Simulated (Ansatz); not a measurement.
# CH6Sn: the cost of one run

Computed with Ansatz 0.2.0, Gaussian basis. Level: PBE0-D4/def2-TZVP structures, single points in def2-TZVPP, no counterpoise correction.

Levels: SPW92, PBE-D4, BLYP-D4, r2SCAN-D4, B97M-V, PBE0-D4, B3LYP-D4, r2SCAN0-D4, BHLYP-D4, CAM-B3LYP-D4, wB97X-V, wB97M-V, B2PLYP, PBE-QIDH, RPA on PBE, Hartree-Fock, MP2, CCSD, CCSD(T).

Cores are frozen in the correlated methods. Filled d shells of the heavier atoms are correlated. Core potentials replace the inner electrons past krypton, and spin-orbit coupling is left out. B3LYP uses VWN-RPA correlation. B2PLYP carries no dispersion term here.

88 further runs of the same task are left out: 88 set aside as unsound or not needed.

## (1) The starting structure

The complex: 10 atoms, charge 0, spin multiplicity 1.

Atoms are counted from 1 here; the program's logs count them from 0.

Bond lengths: Sn1–C2 2.132 Å, Sn1–H3 1.706 Å, Sn1–H4 1.705 Å, Sn1–H5 1.730 Å, C2–H8 1.090 Å, C2–H9 1.090 Å, C2–H10 1.090 Å, H6–F7 0.930 Å. Angles: C2–Sn1–H3 112.3°, C2–Sn1–H4 112.2°, C2–Sn1–H5 108.7°, H3–Sn1–H4 110.2°, H3–Sn1–H5 106.3°, H4–Sn1–H5 106.9°, Sn1–C2–H8 110.0°, Sn1–C2–H9 109.7°, Sn1–C2–H10 109.2°, H8–C2–H9 109.2°, H8–C2–H10 109.6°, H9–C2–H10 109.1°.

As a file:

```mol
CH7FSn
  3D, bonds by distance, orders not assigned

 10  8  0  0  0  0  0  0  0  0999 V2000
   -0.9061    0.5866   -0.3510 Sn  0  0
    0.0187   -1.3329   -0.2675 C   0  0
   -1.5737    0.9173   -1.8857 H   0  0
   -2.0907    0.7831    0.8596 H   0  0
    0.3000    1.7966   -0.0765 H   0  0
    1.5599    1.3280    0.9477 H   0  0
    2.1496    0.9055    1.5304 F   0  0
   -0.7386   -2.1145   -0.3245 H   0  0
    0.7118   -1.4442   -1.1009 H   0  0
    0.5690   -1.4254    0.6683 H   0  0
  1  2  8  0
  1  3  8  0
  1  4  8  0
  1  5  8  0
  2  8  8  0
  2  9  8  0
  2 10  8  0
  6  7  8  0
M  END
```

Its parts: CH₆Sn holds atoms 1, 2, 3, 4, 5, 8, 9, 10; HF holds atoms 6, 7. Each part counts its atoms afresh in its own runs.

## (2) Relaxing CH₆Sn alone

File relax-a/in.yaml:

```yaml
crystal:
  periodic: [false, false, false]
  atoms:
    - {symbol: Sn, position_ang: [-0.906087, 0.586627, -0.351003]}
    - {symbol: C, position_ang: [0.018670, -1.332854, -0.267471]}
    - {symbol: H, position_ang: [-1.573672, 0.917286, -1.885704]}
    - {symbol: H, position_ang: [-2.090726, 0.783091, 0.859601]}
    - {symbol: H, position_ang: [0.299951, 1.796567, -0.076453]}
    - {symbol: H, position_ang: [-0.738623, -2.114498, -0.324463]}
    - {symbol: H, position_ang: [0.711837, -1.444208, -1.100936]}
    - {symbol: H, position_ang: [0.569013, -1.425355, 0.668280]}
basis:
  gaussian: {orbitals: def2-TZVP}
hamiltonian: {xc: pbe0, dispersion: d4}
relax: {f_tol: 0.005, max_steps: 200}
```

Command:

```console
> ansatz run in.yaml --threads 4 --pin off --events-out ev --progress --plain --max-ram 9574MiB
```

**Question.** How long does this run take on 4 threads of Arm Neoverse V2, shared host?

About 7 s.
